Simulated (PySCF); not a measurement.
**A diatomic session: KMg**

An exercise on one series of results from a longer session: the logs are not shown, and one member is left open.

Computed with PySCF 2.14.0. Level: K aug-pcseg-1, Mg aug-pcseg-1, no relativity.

The first run:

The job is set up so:

* atoms: K, Mg
* charge: 0
* basis: K aug-pcseg-1, Mg aug-pcseg-1
* Hamiltonian: no relativity
* basis functions: 47
* electrons treated: 31
* masses in u: 38.9637, 23.9850
* levels: PBE0, PBE, r²SCAN, M06, TPSSh, B2PLYP, CAM-B3LYP, HF, MP2, SCS-MP2, CCSD, CCSD(T)
* grid: 80 radial by 434 angular points
* occupations: held fixed by the projection of orbital angular momentum
* dissociation limit: K + Mg, each in its ground configuration
* starting distance in angstrom: 3.300
* values of 2S to try: 1, 3

Command:

```
$ OMP_NUM_THREADS=1 python dia.py task.json out
```

Among the steps run: Set-up; PBE0 along the bond; Excited determinants; PBE (GGA); r²SCAN; M06 (hybrid meta-GGA); TPSSh; B2PLYP; CAM-B3LYP (range-separated hybrid); ROHF; MP2 and coupled cluster.

One table of the session follows, with a row left open; its other results are not shown here.

It belongs to the step «The curves together». Energy (eV) from each level's lowest point:

| R (Å) | ROHF | ROHF-MP2 | ROHF-SCS-MP2 | ROHF-CCSD | ROHF-CCSD(T) |
| --- | --- | --- | --- | --- | --- |
| 3.538 | 0.192 | 0.099 | 0.110 | 0.099 | 0.090 |
| 3.695 | 0.131 | 0.056 | 0.065 | 0.056 | 0.048 |
| 3.813 | 0.097 | 0.034 | 0.042 | 0.035 | 0.029 |
| 3.931 | 0.071 | 0.020 | 0.027 | 0.021 | 0.016 |
| 4.049 | 0.051 | 0.011 | 0.016 | 0.012 | 0.008 |
| 4.206 | 0.031 | 0.004 | 0.008 | 0.005 | 0.002 |
| 4.403 | ? | ? | ? | ? | ? |
| 4.639 | 0.000 | 0.000 | 0.000 | 0.000 | 0.001 |

Q: Estimate the row for R (Å) = 4.403 from the others.

Worked estimate for «ROHF». A straight line through the neighbours (4.206, 0.031) and (4.639, 0.000) gives 0.031 + (0.000 − 0.031) × (4.403 − 4.206) / (4.639 − 4.206) = 0.017; a parabola fitted to 3 rows on both sides gives 0.012.

**Answer.** ROHF: 0.014; ROHF-MP2: 0.000; ROHF-SCS-MP2: 0.002; ROHF-CCSD: 0.001; ROHF-CCSD(T): 0.000. In «ROHF» the line misses by +0.003 and the parabola by -0.002.

State 3 has its PBE0 minimum 2.35 eV higher. The other levels ran on the lowest alone.

To keep in mind: The bond is weak, and basis-set superposition, which was not computed, may be a sizeable part of it.
